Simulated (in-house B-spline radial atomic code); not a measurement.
**Nd⁺: ionisation energy by several methods**

How far do functionals differ on the ionisation energy of Nd⁺? Each run solves Nd⁺ and then the next ion ([Xe] 4f4).

The numbers are computed with in-house B-spline radial atomic code version 1 (scalar-relativistic (X2C), several functionals, spin-polarised; spherical all-electron atom at the radial basis limit), except any that are marked as measured or tabulated.

## 1. What is computed

```
element       : neodymium (Z = 60)
charge        : +1
electrons     : 59
configuration : [Xe] 4f4 6s1
nucleus       : Fermi, rms radius 4.912 fm
```

The outer shells:

[Xe] 4f4 6s1
```
[Xe] core
4f [↑ ][↑ ][↑ ][↑ ][  ][  ][  ]
6s [↑ ]
```

Where spins are not typed, each open shell is filled with up spins first.

## 2. exchange-only LDA

The run's settings:

```ini
Z = 60
electrons = 59.0
configuration = [Xe] 4f4 6s1
hamiltonian = x2c
method = lda,
spin_polarised = True
nucleus = fermi
rms_radius = 4.9123
mass_number = 142
atomic_mass = 141.907728824
speed_of_light = 137.035999084
```

## 3. AM05

Settings: those of step 2 with these lines changed.

```diff
@@ -4,3 +4,3 @@
 hamiltonian = x2c
-method = lda,
+method = am05
 spin_polarised = True
```

## 4. PW91

Settings: those of step 3 with these lines changed.

```diff
@@ -4,3 +4,3 @@
 hamiltonian = x2c
-method = am05
+method = pw91,pw91
 spin_polarised = True
```

## 5. M06-L

Settings: those of step 4 with these lines changed.

```diff
@@ -4,3 +4,3 @@
 hamiltonian = x2c
-method = pw91,pw91
+method = m06l
 spin_polarised = True
```

## 6. PBE

Settings: those of step 5 with these lines changed.

```diff
@@ -4,3 +4,3 @@
 hamiltonian = x2c
-method = m06l
+method = pbe,pbe
 spin_polarised = True
```

Before running: The tabulated ionisation energy is 10.783 ± 0.02 eV (semi-empirical; NIST Atomic Spectra Database). What does each method give, and which comes nearest?

**Answer**, as computed:

| method | rung | total energy (hartree) | ΔSCF (eV) | −ε highest (eV) | ΔSCF less tabulated (eV) |
| --- | --- | --- | --- | --- | --- |
| exchange-only LDA | LDA | -9609.6323 | 10.603 | 7.472 (4f up) | -0.180 |
| AM05 | GGA | -9615.8145 | 10.949 | 8.575 (6s up) | +0.166 |
| PW91 | GGA | -9623.9788 | 11.079 | 8.605 (4f up) | +0.296 |
| PBE | GGA | -9622.7900 | 11.040 | 8.542 (4f up) | +0.257 |
| M06-L | meta-GGA | -9622.8261 | 10.008 | 8.177 (4f up) | -0.775 |

What this shows: Against the tabulated ionisation energy, 10.783 ± 0.02 eV (semi-empirical; NIST Atomic Spectra Database), the best here is AM05 (+0.166 eV) and the worst M06-L (-0.775 eV, or 7.2 %). Relativistic terms that these runs lack can be as large as the gaps between close methods, so the nearest may be so by luck. PBE is off by +0.257 eV. Spin-orbit coupling is left out. Open shells are averaged (over orientations, and over spins where the run is restricted), while tables refer to the lowest levels. ΔSCF removes a 6s electron, which is not the highest level in every run, so the two columns can refer to different electrons.
